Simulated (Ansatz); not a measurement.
# TaNi3: how the settings move a single-point run

Aim: see which settings change the result for TaNi3, by how much, and at what cost.

Computed with Ansatz 0.2.0 (reference: DFT, LDA, PAW with Ansatz's default frozen-core files, scalar-relativistic, unless a step's input says otherwise).

## 1. The structure to begin with

The structure is orthorhombic, space group Fmmm (No. 69). The conventional cell has a = 4.880 Å, b = 4.889 Å, c = 7.100 Å, α = 90.00°, β = 90.00°, γ = 90.00°. Ta (site symmetry mmm) is surrounded by 12 Ni at 2.44 to 2.48 Å. Ni (site symmetry mmm) has 4 Ta at 2.44 Å and 8 Ni at 2.48 Å in its first shell of neighbours. Ni (site symmetry 222) is surrounded by 8 Ni at 2.44 to 2.48 Å and 4 Ta at 2.48 Å.

As a file:

```cif
data_structure
_symmetry_space_group_name_H-M 'P 1'
_symmetry_Int_Tables_number 1
_cell_length_a 4.3104
_cell_length_b 4.3078
_cell_length_c 3.4541
_cell_angle_alpha 66.411
_cell_angle_beta 66.333
_cell_angle_gamma 47.256
_cell_volume 42.36
loop_
_atom_site_label
_atom_site_type_symbol
_atom_site_fract_x
_atom_site_fract_y
_atom_site_fract_z
_atom_site_occupancy
Ta1 Ta 0.00000 0.00000 0.00000 1
Ni1 Ni 0.50000 0.50000 0.50000 1
Ni2 Ni 0.25000 0.25000 0.25000 1
Ni3 Ni 0.75000 0.75000 0.75000 1
```

## 2. Reference

input.yaml

```yaml
crystal:
  lattice:
    - [0.0, 2.4447243875, 3.5500054574]
    - [2.440164444, 0.0, 3.5500054574]
    - [2.440164444, 2.4447243875, 0.0]
  atoms:
    - { symbol: Ta, position: [0.0, 0.0, 0.0], spin: 0.15 }
    - { symbol: Ni, position: [0.5, 0.5, 0.5], spin: 0.375 }
    - { symbol: Ni, position: [0.25, 0.25, 0.25], spin: 0.375 }
    - { symbol: Ni, position: [0.75, 0.75, 0.75], spin: 0.375 }
magnetization:
  spin_polarized: true
kpoints:
  mp_grid: { grid: [8, 8, 8] }
scf:
  occupations: { method: fermi_dirac, width: 0.05 }
hamiltonian:
  xc: lda
  pseudopotentials: { kind: paw }
output:
  forces: true
  stress: true
  eigenvalues: true
```

The run is started by

```console
$ ansatz run input.yaml --threads 2 --pin off --max-ram 6144MiB --backend cpu --events-out ev --progress --plain --runs-dir out
```

From the output:

```text
[...]
Basis set: ecut = 420 eV, 811 PW (Γ)
[...]
Magnetic group: BNS 69.521 (UNI 619), of the structure as read, at distance tolerance 3.5e-5 Å
k-points: 95 of 512
[...]
SCF iter   1: F=—  HF=-27000.552580 eV  |F-HF|=—  |Δ(HF+E_count)|=         —  Δρ=1.04e-1 (↑1.04e-1 ↓3.44e-2)  dr2=3.98e0  dr2_m=6.73e-1  M=0.101 μB ∫|m|=0.136 μB  β_m=0.30  ethr=3.10e-3  ⟨swp⟩=5.7  Hψ=24839  notcnv=0
[...]
preconditioner: auto → Kerker (q_TF=auto, 2.945 Å⁻¹)  [metal: Δε(μ)=0.022 eV  Ē_g=11.726 eV  σ=0.050 eV  W_gap=0.11  n_scr=14 (ndim 8)  ℏωp=36.5 eV  f_vac=0.000  D(μ)=2.55/eV (n_scr^D=30)]
[...]
SCF iter   2: F=—  HF=-26999.580652 eV  |F-HF|=—  |Δ(HF+E_count)|=   9.72e-1  Δρ=4.45e-2 (↑3.00e-2 ↓4.45e-2)  dr2=7.00e-1  dr2_m=3.91e-1  M=0.054 μB ∫|m|=0.082 μB  β_m=0.33  ethr=3.10e-3  ⟨swp⟩=2.1  Hψ=13373  notcnv=0  defer=273
[...]
SCF iter  13: F=—  HF=-27004.072260 eV  |F-HF|=—  |Δ(HF+E_count)|=   8.96e-9  Δρ=3.79e-6 (↑3.53e-6 ↓3.79e-6)  dr2=2.23e-8  dr2_m=7.18e-12  M=-0.000 μB ∫|m|=0.000 μB  β_m=0.87  ethr=1.30e-10  ⟨swp⟩=2.0  Hψ=11956  notcnv=0  defer=278
SCF iter  14: F=-27004.072260 eV  HF=-27004.072260 eV  |F-HF|=6.08e-8  |Δ(HF+E_count)|=   7.87e-9  Δρ=6.92e-6 (↑6.90e-6 ↓6.92e-6)  dr2=6.62e-8  dr2_m=1.40e-13  M=0.000 μB ∫|m|=0.000 μB  ethr=3.32e-11  ⟨swp⟩=7.9  Hψ=30470  notcnv=0
[...]
SCF converged after 14 iterations
Magnetization: 0.0000 μB (33.5000 up, 33.5000 down)
[...]
Free energy (F): -27004.072260 eV
[...]
E sigma→0 (E₀):  -27004.067579 eV
[...]
Fermi energy:    22.596915 eV
[...]
  P = ⅓ Tr σ = 28.4395 GPa (284.395 kbar)
[...]
```

It took 19 s on 2 threads of Arm Neoverse V1, shared host; peak memory 0.56 GiB.

## 3. Variant: pseudopotentials.kind nc

Changes to input.yaml since step 2:

```diff
@@ -18,3 +18,3 @@
   xc: lda
-  pseudopotentials: { kind: paw }
+  pseudopotentials: { kind: nc }
 output:
```

The run is started by

```console
$ ansatz run input.yaml --threads 2 --pin off --max-ram 6144MiB --backend cpu --events-out ev --progress --plain --runs-dir out
```

Standard output:

```text
Engine: ansatz 0.2.0
Pseudopotentials: kind: nc
Pseudopotential: Ta, nc, valence charge 13, recommended cutoff 789.130201 eV (normal), Ta.nc.azcp (PseudoDojo's, or run here from an input of PseudoDojo's: the run reads no file of this project's for it)
Pseudopotential: Ni, nc, valence charge 18, recommended cutoff 1333.357926 eV (normal), Ni.nc.azcp (PseudoDojo's, or run here from an input of PseudoDojo's: the run reads no file of this project's for it)
Functional definition: SPW92
  exchange = slater_x
  correlation = pw_c
Crystal: 4 atoms, lattice volume = 42.355 Å³
Basis set: ecut = 1333.357926 eV, 4725 PW (Γ)
Bands: 41, of which v1, the nominal top of the filled ones, is band 34 counted from 1 (33 counted from 0)
Symmetry: 8 space group operations
Space group: Fmmm (ITA 69), of the structure as read, at distance tolerance 3.5e-5 Å
Magnetic group: BNS 69.521 (UNI 619), of the structure as read, at distance tolerance 3.5e-5 Å
k-points: 95 of 512
Non-local potential: Ta, projectors of the file, l = 0: 2, l = 1: 2, l = 2: 2, l = 3: 2
Non-local potential: Ni, projectors of the file, l = 0: 2, l = 1: 2, l = 2: 2
Initial density: superposition of atomic densities (chi_scale 0.1, normalization cell)
Starting moments: Σ|m| = 1.275 μB on 4 of 4 sites
Initial wavefunctions: pseudopotential atomic-orbital guess
Functional: x = slater, c = lda
SCF iter   1: F=—  HF=-15463.068355 eV  |F-HF|=—  |Δ(HF+E_count)|=         —  Δρ=7.31e-2 (↑4.62e-2 ↓7.31e-2)  dr2=5.46e0  dr2_m=5.05e-1  M=0.084 μB ∫|m|=0.210 μB  β_m=0.30  ethr=3.10e-3  ⟨swp⟩=6.0  Hψ=28018  notcnv=0
preconditioner: auto → Kerker (q_TF=auto, 2.945 Å⁻¹)  [metal: Δε(μ)=0.101 eV  Ē_g=12.232 eV  σ=0.050 eV  W_gap=0.45  n_scr=14 (ndim 8)  ℏωp=36.5 eV  f_vac=0.000  D(μ)=1.01/eV (n_scr^D=10)]
spin=Collinear: Kerker preconditioning applied to the charge; magnetization (m = ρ↑ − ρ↓) channel mixes plain (no charge-response kernel on spin).
SCF iter   2: F=—  HF=-15462.376653 eV  |F-HF|=—  |Δ(HF+E_count)|=   6.92e-1  Δρ=4.19e-2 (↑4.19e-2 ↓3.32e-2)  dr2=1.30e0  dr2_m=2.58e-1  M=0.092 μB ∫|m|=0.187 μB  β_m=0.30  ethr=3.10e-3  ⟨swp⟩=2.0  Hψ=10425  notcnv=0  defer=286
SCF iter   3: F=—  HF=-15462.112761 eV  |F-HF|=—  |Δ(HF+E_count)|=   2.64e-1  Δρ=3.05e-2 (↑3.05e-2 ↓1.85e-2)  dr2=3.72e-1  dr2_m=1.41e-1  M=0.075 μB ∫|m|=0.157 μB  β_m=0.30  ethr=1.94e-3  ⟨swp⟩=2.6  Hψ=8847  notcnv=0  defer=286
SCF iter   4: F=—  HF=-15461.999364 eV  |F-HF|=—  |Δ(HF+E_count)|=   1.13e-1  Δρ=1.63e-2 (↑1.41e-2 ↓1.63e-2)  dr2=9.56e-3  dr2_m=8.12e-2  M=0.049 μB ∫|m|=0.129 μB  β_m=0.30  ethr=5.55e-4  ⟨swp⟩=3.0  Hψ=13751  notcnv=0  defer=286
SCF iter   5: F=—  HF=-15462.003988 eV  |F-HF|=—  |Δ(HF+E_count)|=   4.62e-3  Δρ=1.20e-2 (↑1.09e-2 ↓1.20e-2)  dr2=3.93e-3  dr2_m=4.67e-2  M=0.037 μB ∫|m|=0.104 μB  β_m=0.30  ethr=1.43e-5  ⟨swp⟩=2.2  Hψ=11507  notcnv=0  defer=280
SCF iter   6: F=—  HF=-15462.006199 eV  |F-HF|=—  |Δ(HF+E_count)|=   2.21e-3  Δρ=8.53e-3 (↑8.53e-3 ↓8.19e-3)  dr2=4.32e-4  dr2_m=2.70e-2  M=0.027 μB ∫|m|=0.084 μB  β_m=0.30  ethr=5.87e-6  ⟨swp⟩=2.7  Hψ=14233  notcnv=0  defer=280
SCF iter   7: F=—  HF=-15462.008004 eV  |F-HF|=—  |Δ(HF+E_count)|=   1.81e-3  Δρ=6.41e-3 (↑6.33e-3 ↓6.41e-3)  dr2=5.77e-5  dr2_m=1.57e-2  M=0.020 μB ∫|m|=0.068 μB  β_m=0.30  ethr=6.45e-7  ⟨swp⟩=2.0  Hψ=10586  notcnv=0  defer=280
Mixer restart at iter 7: flushing history
spin-set hold released at iteration 7 (site moments contracting): the magnetisation degrees of freedom join the quasi-Newton model from the next iteration; the mixer history was flushed
SCF iter   8: F=—  HF=-15462.008767 eV  |F-HF|=—  |Δ(HF+E_count)|=   7.63e-4  Δρ=4.90e-3 (↑4.85e-3 ↓4.90e-3)  dr2=3.43e-5  dr2_m=9.19e-3  M=0.015 μB ∫|m|=0.055 μB  β_m=0.65  ethr=8.61e-8  ⟨swp⟩=2.4  Hψ=12171  notcnv=0  defer=278
SCF iter   9: F=—  HF=-15462.010315 eV  |F-HF|=—  |Δ(HF+E_count)|=   1.55e-3  Δρ=2.99e-4 (↑2.74e-4 ↓2.99e-4)  dr2=4.32e-6  dr2_m=3.04e-5  M=-0.000 μB ∫|m|=0.007 μB  β_m=0.82  ethr=5.11e-8  ⟨swp⟩=3.0  Hψ=16541  notcnv=0  defer=278
SCF iter  10: F=—  HF=-15462.010334 eV  |F-HF|=—  |Δ(HF+E_count)|=   1.83e-5  Δρ=1.99e-4 (↑1.99e-4 ↓9.61e-5)  dr2=2.05e-5  dr2_m=3.55e-6  M=-0.000 μB ∫|m|=0.003 μB  β_m=0.88  ethr=6.45e-9  ⟨swp⟩=2.3  Hψ=14726  notcnv=0  defer=276
SCF iter  11: F=—  HF=-15462.010338 eV  |F-HF|=—  |Δ(HF+E_count)|=   4.83e-6  Δρ=2.23e-4 (↑1.78e-4 ↓2.23e-4)  dr2=5.38e-5  dr2_m=7.68e-7  M=-0.000 μB ∫|m|=0.001 μB  β_m=0.68  ethr=6.45e-9  ⟨swp⟩=2.5  Hψ=14123  notcnv=0  defer=276  recentre
SCF iter  12: F=—  HF=-15462.010334 eV  |F-HF|=—  |Δ(HF+E_count)|=   4.30e-6  Δρ=6.27e-5 (↑6.27e-5 ↓6.14e-5)  dr2=5.10e-6  dr2_m=5.59e-8  M=-0.000 μB ∫|m|=0.000 μB  β_m=0.50  ethr=6.45e-9  ⟨swp⟩=2.0  Hψ=12783  notcnv=0  defer=276
SCF iter  13: F=—  HF=-15462.010334 eV  |F-HF|=—  |Δ(HF+E_count)|=   5.02e-7  Δρ=1.08e-5 (↑1.08e-5 ↓9.49e-6)  dr2=1.01e-8  dr2_m=3.70e-8  M=-0.000 μB ∫|m|=0.000 μB  β_m=0.75  ethr=1.49e-10  ⟨swp⟩=11.0  Hψ=36137  notcnv=0
SCF iter  14: F=—  HF=-15462.010334 eV  |F-HF|=—  |Δ(HF+E_count)|=   1.96e-8  Δρ=1.57e-6 (↑1.57e-6 ↓1.19e-6)  dr2=1.03e-9  dr2_m=5.54e-10  M=-0.000 μB ∫|m|=0.000 μB  β_m=0.87  ethr=1.51e-11  ⟨swp⟩=3.9  Hψ=23337  notcnv=0
SCF iter  15: F=-15462.010334 eV  HF=-15462.010334 eV  |F-HF|=8.73e-11  |Δ(HF+E_count)|=  6.37e-11  Δρ=5.46e-7 (↑5.46e-7 ↓3.91e-7)  dr2=1.28e-10  dr2_m=6.56e-11  M=0.000 μB ∫|m|=0.000 μB  ethr=1.54e-12  ⟨swp⟩=2.0  Hψ=14403  notcnv=0
WARN: the starting moments were not kept: the SCF closed with an absolute magnetisation of 6.4e-6 μB, where they sum to 1.275 μB in size (4 sites). That is at most 0.1 of that sum. Measured as dr2_m measures the in/out step, that magnetisation stands 2.2e-11 eV from none, at or under the dr2_threshold of 1.0e-7 eV: it is no larger than a step whose dr2_m would equal this threshold. The system may hold no moment; this SCF shows only that its start led to no more than that. To try another start: raise the starting moments (crystal.atoms[].spin, magnetization.per_species, magnetization.initial_magnetization, or on a non-collinear deck that types none of these the spinor_matrix: blocks that start its atoms; where the total moment is fixed, keep their sum and leave initial_magnetization as it is; typed ones take the place of any that the run laid by itself, positive ones on a crystal's lanthanoids without a Hubbard term where scf.initial_density.shell_occupations: [] is typed) or, if the notice of its spin-set hold's release reads "site moments contracting" or "site moments show no strong build", lengthen the hold (scf.mixing.spin_hold: { on: { confirm: 4 } }; for m-r²SCAN on two components see the key's manual first). Each may lead to a state that holds a moment. A second SCF, from the converged charge density, with the starting moments and any scf.initial_density.shell_occupations laid on it anew, would have followed, and was not run: the deck does not ask for one (magnetization.retry_lost_moments is false, the default). To let it run, set magnetization.retry_lost_moments: true and run the deck again, where that key's refused combinations let it; where memory then withholds it, that run's warning says so.
SCF 1 converged in 15 iterations: F = -15462.010334 eV  dr2 = 1.28e-10
SCF converged after 15 iterations
Magnetization: 0.0000 μB (33.5000 up, 33.5000 down)
Absolute magnetization: 0.0000 μB (∫|ρ↑−ρ↓|)
Spin contamination: 0.0000 ħ² per cell (⟨S²⟩ above its minimum at these occupations)
Per-site moments (μB) at R_I (Å): [(9.872937299622805e-7, 1.00656783315), (-2.7120596732374847e-6, 1.00656783315), (4.021454369796699e-7, 1.0065678331499999), (4.0214543683220193e-7, 1.0065678331499999)]
Free energy (F): -15462.010334 eV
Harris-Foulkes:  -15462.010334 eV  (|F-HF|=8.73e-11)
Internal energy: -15462.001008 eV  (E = F + TS)
E sigma→0 (E₀):  -15462.005671 eV
Entropy (-TS):   -0.009325 eV (-2.331 meV/atom)
Fermi energy:    22.831177 eV
--- Per-component energies (eV) ---
  E_band       = -683.400492
  E_kinetic    = 6908.400019
  E_local      = -11480.377757  (includes V_loc(G=0)·N_el)
  E_nonlocal   = -2052.944810
  E_hartree    = 4015.062175
  E_xc         = -2136.098882
  E_vxc        = -2088.602643  (∫ρ·V_xc dr)
  E_ewald      = -10716.041752
  E_smearing   = -0.009325  (= −TS)
  E_closure    = 0.000000  (closes the sum)
  Σ components = -15462.010334   (vs F -15462.010334, Δ=0.00e0)
--- Forces (eV/Å), atoms counted from 1 ---
  atom   1  Ta     0.00000000     0.00000000     0.00000000
  atom   2  Ni     0.00000000     0.00000000    -0.00000000
  atom   3  Ni     0.00000000     0.00000000     0.00000000
  atom   4  Ni    -0.00000000     0.00000000     0.00000000
  max |Σ_I F_I| component: 1.77e-28 eV/Å
--- Stress (GPa, compression-positive) ---
       26.270462       0.000000       0.000000
        0.000000      25.616332       0.000000
        0.000000       0.000000      26.180470
  P = ⅓ Tr σ = 26.0224 GPa (260.224 kbar)
--- Band table (eV; the first three rows and the last of 190) ---
  k-point 0 ↑: bands = ["-80.0276", "-79.9830", "-79.9616", "-44.9696", "-40.9606", "-40.9554", "-40.9078", "-40.8493", "-40.8478", "-40.8469", "-40.7104", "-40.7083", "-40.6281", "-11.5802", "-11.5652", "-11.5628", "12.7763", "16.8966", "17.5377", "17.7745", "18.6906", "19.3992", "19.4141", "19.6588", "19.6678", "20.0928", "20.4695", "20.4868", "21.0421", "21.3243", "21.7776", "22.4701", "24.1417", "24.1595", "24.3648", "24.3666", "25.2324", "27.2970", "31.4947", "31.5110", "32.4244"]
  k-point 1 ↑: bands = ["-80.0266", "-79.9829", "-79.9628", "-44.9703", "-40.9626", "-40.9571", "-40.9040", "-40.8477", "-40.8425", "-40.8414", "-40.7158", "-40.7137", "-40.6292", "-11.5883", "-11.5810", "-11.5647", "13.0956", "17.0684", "17.6635", "17.9064", "18.7269", "19.0484", "19.1687", "19.8018", "19.9266", "20.1351", "20.4343", "20.5596", "21.1360", "21.3243", "21.7177", "22.3332", "22.9843", "23.9238", "24.2790", "24.4710", "26.3886", "26.5096", "30.5931", "32.0863", "32.3864"]
  k-point 2 ↑: bands = ["-80.0239", "-79.9822", "-79.9661", "-44.9719", "-40.9669", "-40.9596", "-40.8926", "-40.8455", "-40.8291", "-40.8254", "-40.7328", "-40.7284", "-40.6313", "-11.6455", "-11.5835", "-11.5668", "13.9919", "17.5148", "17.9289", "18.2854", "18.7094", "18.8062", "18.9966", "19.8022", "19.8973", "20.2445", "20.5342", "20.6791", "21.1314", "21.3079", "21.3584", "21.7888", "22.0623", "23.3258", "24.4278", "24.5537", "25.4854", "26.9617", "29.0098", "31.2107", "33.1490"]
  k-point 94 ↓: bands = ["-80.0183", "-79.9924", "-79.9617", "-44.9771", "-40.9760", "-40.9714", "-40.8694", "-40.8473", "-40.8281", "-40.8280", "-40.7141", "-40.7118", "-40.6575", "-11.6212", "-11.5614", "-11.5590", "15.4226", "16.3788", "16.4142", "17.5490", "17.8106", "17.8135", "18.7401", "19.0473", "20.4638", "21.0782", "21.0864", "21.0968", "21.6950", "21.7002", "21.8767", "21.9387", "22.4689", "24.8394", "25.8084", "25.8184", "25.8273", "26.3324", "26.3389", "27.0656", "34.8379"]
```

It took 73 s on 2 threads of Arm Neoverse V1, shared host; peak memory 1.1 GiB.

Total energies don't compare across a change of potentials; the pressure goes from 28.4 to 26.0 GPa. Cost: 15 SCF cycles against 14, 73 s against 19 s.

## 4. Side by side

| run | ending | energy change | pressure (GPa) | gap (eV) | force (eV/Å) | cycles | time |
| --- | --- | --- | --- | --- | --- | --- | --- |
| reference | converged | - | 28.4 | 0.00 | 0.00 | 14 | 19 s |
| 1: pseudopotentials.kind nc | converged | not comparable | 26.0 | 0.00 | 0.00 | 15 | 73 s |

Residual by cycle in the longest SCF loop of each run; runs are numbered as in the table. The quantity is the density residual dr2, in eV.

| cycle | reference | run 1 |
| --- | --- | --- |
| 1 | 3.98 | 5.46 |
| 2 | 0.7 | 1.3 |
| 4 | 0.597 | 0.00956 |
| 5 | 0.143 | 0.00393 |
| 6 | 0.0271 | 4.3e-4 |
| 7 | 0.0016 | 5.8e-5 |
| 9 | 1.2e-5 | 4.3e-6 |
| 10 | 1.3e-5 | 2.1e-5 |
| 11 | 2.9e-6 | 5.4e-5 |
| 12 | 8.7e-8 | 5.1e-6 |
| 14 | 6.6e-8 | 1.0e-9 |
| 15 | - | 1.3e-10 |

**Reading.** A change of potentials puts the total energy on another scale; the pressure goes from 28.4 to 26.0 GPa. Cost: 15 SCF cycles against 14, 73 s against 19 s. The structure is not at rest: the sound run finds 28 GPa, so these are no properties of the relaxed crystal. 
